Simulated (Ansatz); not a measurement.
Geometry optimisation, DFT PBE-D3(BJ), scalar-relativistic, plane waves, PAW in Ansatz 0.2.0.

The input (input.yaml):

```yaml
crystal:
  lattice:
    - [5.79646, 0.0, 0.0]
    - [0.0, 5.66968, 0.0]
    - [0.0, 0.0, 15.183235]
  atoms:
    - { symbol: W, position: [0.0, 0.0, 0.06586212] }
    - { symbol: C, position: [0.0, 0.25, 0.17606879] }
    - { symbol: W, position: [0.25, 0.0, 0.23117213] }
    - { symbol: C, position: [0.25, 0.25, 0.34137881] }
    - { symbol: W, position: [0.0, 0.5, 0.06586212] }
    - { symbol: C, position: [0.0, 0.75, 0.17606879] }
    - { symbol: W, position: [0.25, 0.5, 0.23117213] }
    - { symbol: C, position: [0.25, 0.75, 0.34137881] }
    - { symbol: W, position: [0.5, 0.0, 0.06586212] }
    - { symbol: C, position: [0.5, 0.25, 0.17606879] }
    - { symbol: W, position: [0.75, 0.0, 0.23117213] }
    - { symbol: C, position: [0.75, 0.25, 0.34137881] }
    - { symbol: W, position: [0.5, 0.5, 0.06586212] }
    - { symbol: C, position: [0.5, 0.75, 0.17606879] }
    - { symbol: W, position: [0.75, 0.5, 0.23117213] }
    - { symbol: C, position: [0.75, 0.75, 0.34137881] }
    - { symbol: H, position: [0.0, 0.75, 0.32096155] }
    - { symbol: H, position: [-0.41666667, 0.58333333, 0.34072019] }
basis:
  ecutwfc: 420.0
kpoints:
  mp_grid: { grid: [4, 5, 1] }
hamiltonian:
  xc: pbe
  dispersion: d3bj
  pseudopotentials: { kind: paw, azcp: { folder: soft_1 } }
scf:
  occupations: { method: gaussian, width: 0.05 }
  lower_state_search: "off"
relax:
  f_tol: 0.03
  max_steps: 60
  adjacent_minimum: "off"
  constraints: [{ sites: [0, 4, 8, 12] }]
```

Launched with:

```bash
$ ansatz run input.yaml --threads 4 --pin off --max-ram 10240MiB --backend cpu --events-out ev --progress --plain --runs-dir out
```

Where does it end, and by what steps?

The run converged. Limits of this set-up: coarse k mesh, thin slab, slab without dipole correction, a typed lattice constant that wasn't relaxed here. After 19 steps the energy has fallen by 9.605 eV; C12 moved furthest, 1.82 Å. Parted: W15–H18 (1.98 → 2.77 Å). Joined: C2–C12 (2.90 → 1.59 Å), W3–C12 (3.63 → 2.10 Å), C4–C10 (2.90 → 1.59 Å), C4–W11 (3.63 → 2.14 Å), C4–W15 (3.63 → 2.14 Å), W7–C12 (3.63 → 2.10 Å).

```tsv
step	energy less start (eV)	largest force component (eV/Å)	accepted
0	0.0000	2.750	yes
1	-2.0584	1.998	yes
2	-3.1728	1.854	yes
3	-3.8202	1.123	yes
4	-4.0946	1.892	yes
5	-4.3325	1.105	yes
6	-4.6103	0.858	yes
7	-4.9828	0.992	yes
8	-5.4355	1.024	yes
9	-5.8954	1.012	yes
10	-6.3928	1.263	yes
11	-6.9804	1.202	yes
12	-7.7182	1.693	yes
13	-8.4751	1.407	yes
14	-9.1947	0.751	yes
15	-9.4877	0.895	yes
16	-9.5318	0.985	yes
17	-9.5936	0.226	yes
18	-9.6030	0.098	yes
19	-9.6049	0.024	yes
```

```xyz
18
Lattice="5.7965 0.0000 0.0000 0.0000 5.6697 0.0000 0.0000 0.0000 15.1832" Properties=species:S:1:pos:R:3
W 0.000 0.000 1.000
C -0.016 1.418 2.500
W 1.450 -0.042 3.627
C 2.891 1.417 4.095
W 0.000 2.835 1.000
C -0.014 4.252 2.525
W 1.450 2.872 3.625
C 1.446 4.250 4.980
W 2.898 0.000 1.000
C 2.914 1.418 2.501
W 4.346 -0.008 3.432
C 5.805 1.417 4.092
W 2.898 2.835 1.000
C 2.910 4.252 2.524
W 4.346 2.843 3.432
C 4.346 4.252 5.031
H -0.530 4.253 5.633
H -2.367 4.253 5.637
```

Whether the end is a true minimum wasn't checked by a vibrational analysis.

Run time: 3.4 min on 4 threads of Arm Neoverse V1 (shared host), peak memory 1.4 GiB.
